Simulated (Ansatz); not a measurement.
# InSb: the cost of one run

Method: DFT PBE, scalar-relativistic, plane waves, PAW, in Ansatz 0.2.0.

## Step 1: The starting structure

The structure is cubic, space group F-43m (No. 216). Conventional cell: a = 6.443 Å, b = 6.443 Å, c = 6.443 Å, α = 90.00°, β = 90.00°, γ = 90.00°. In (site symmetry -43m) is surrounded by 4 Sb at 2.79 Å. Sb (site symmetry -43m) is surrounded by 4 In at 2.79 Å.

Structure file:

```
In Sb
1.0
     0.00000    3.22161    3.22161
     3.22161    0.00000    3.22161
     3.22161    3.22161    0.00000
In Sb
1 1
Cartesian
  0.0000 0.0000 0.0000
  1.6108 1.6108 1.6108
```

The cell was made up by rule, so the compound may not exist in this form.

This is a trial structure, the zincblende prototype, and another one may lie lower.

## Step 2: Seeking zero pressure, try 1

The input, input.yaml:

```yaml
crystal:
  lattice:
    - [0.0, 3.2216145021, 3.2216145021]
    - [3.2216145021, 0.0, 3.2216145021]
    - [3.2216145021, 3.2216145021, 0.0]
  atoms:
    - { symbol: In, position: [0.0, 0.0, 0.0] }
    - { symbol: Sb, position: [0.25, 0.25, 0.25] }
basis:
  ecutwfc: 420
kpoints:
  mp_grid: { grid: [6, 6, 6] }
hamiltonian:
  xc: pbe
scf:
  occupations: { method: gaussian, width: 0.05 }
output:
  forces: true
  stress: true
  eigenvalues: true
```

Run with:

```
> ansatz run input.yaml --threads 4 --pin off --max-ram 12288MiB --backend cpu --events-out ev --progress --plain --runs-dir out
```

Q: Estimate wall time and peak memory on 4 threads of Intel Xeon at 2.50GHz (Skylake/Cascade Lake), shared host.

About 1.7 s, with a peak of 0.38 GiB.
